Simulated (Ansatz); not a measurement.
# AlGeH₅O (SMILES [AlH2][O][GeH3]): one structure at several levels

The task here is to estimate one member of a computed series from the others.

The runs use Ansatz 0.2.0, Gaussian basis; single points in def2-TZVPP.

Correlated methods freeze the cores. Filled d shells of the heavier atoms are correlated.

### The system as given

SMILES `[AlH2][O][GeH3]`, 8 atoms, charge 0, spin multiplicity 1.

Atoms are counted from 1 here; the program's logs count them from 0.

Bond lengths: Al1–O2 1.676 Å, Al1–H4 1.443 Å, Al1–H5 1.573 Å, O2–Ge3 1.718 Å, Ge3–H6 1.553 Å, Ge3–H7 1.469 Å, Ge3–H8 1.419 Å. Angles: O2–Al1–H4 115.0°, O2–Al1–H5 112.7°, H4–Al1–H5 132.2°, Al1–O2–Ge3 177.8°, O2–Ge3–H6 101.0°, O2–Ge3–H7 114.6°, O2–Ge3–H8 111.1°, H6–Ge3–H7 94.8°, H6–Ge3–H8 108.6°, H7–Ge3–H8 122.6°.

Geometry (Å):

```xyz
8

Al   -1.20470    1.24680   -0.78280
O    -0.14840    0.15610   -0.07400
Ge    0.92560   -1.00170    0.60130
H    -1.90620    0.75210   -1.94330
H    -1.20390    2.64650   -0.06500
H     1.00020   -0.51410    2.07390
H     2.34550   -0.75660    0.31740
H     0.35420   -2.30030    0.58180
```

Set-up of the first run:

Contents of run/in.yaml:

```yaml
crystal:
  periodic: [false, false, false]
  atoms:
    - {symbol: Al, position_ang: [-1.204700, 1.246800, -0.782800]}
    - {symbol: O, position_ang: [-0.148400, 0.156100, -0.074000]}
    - {symbol: Ge, position_ang: [0.925600, -1.001700, 0.601300]}
    - {symbol: H, position_ang: [-1.906200, 0.752100, -1.943300]}
    - {symbol: H, position_ang: [-1.203900, 2.646500, -0.065000]}
    - {symbol: H, position_ang: [1.000200, -0.514100, 2.073900]}
    - {symbol: H, position_ang: [2.345500, -0.756600, 0.317400]}
    - {symbol: H, position_ang: [0.354200, -2.300300, 0.581800]}
basis:
  gaussian: {orbitals: def2-TZVPP}
correlation: {method: ccsd_t}
output: {forces: true}
```

No record of the launch command was kept for these runs.

Steps of the session up to this table: CCSD(T)/def2-TZVPP; PBE0-D4/def2-TZVPP; wB97M-V/def2-TZVPP; r2SCAN-D4/def2-TZVPP; PBE-D4/def2-TZVPP; r2SCANh-D4/def2-TZVPP; BHLYP-D4/def2-TZVPP.

One table of the session follows, with a row left open; its other results are not shown here.

```
    method  RMS force component (eV/Å)  angle to CCSD(T) forces (°)  dipole (D)
   CCSD(T)                       1.165                    reference        1.09
   PBE0-D4                       1.179                          3.4        1.04
   wB97M-V                       1.146                          2.6        1.10
 r2SCAN-D4                           ?                            ?           ?
    PBE-D4                       1.167                          7.5        0.98
r2SCANh-D4                       1.162                          2.6        1.05
  BHLYP-D4                       1.191                          5.6        1.14
```

**Question.** Estimate the row for r2SCAN-D4.

As computed: RMS force component (eV/Å): 1.156; angle to CCSD(T) forces (°): 2.1; dipole (D): 1.03. In the column «RMS force component (eV/Å)» it lies between wB97M-V (1.146) and r2SCANh-D4 (1.162).
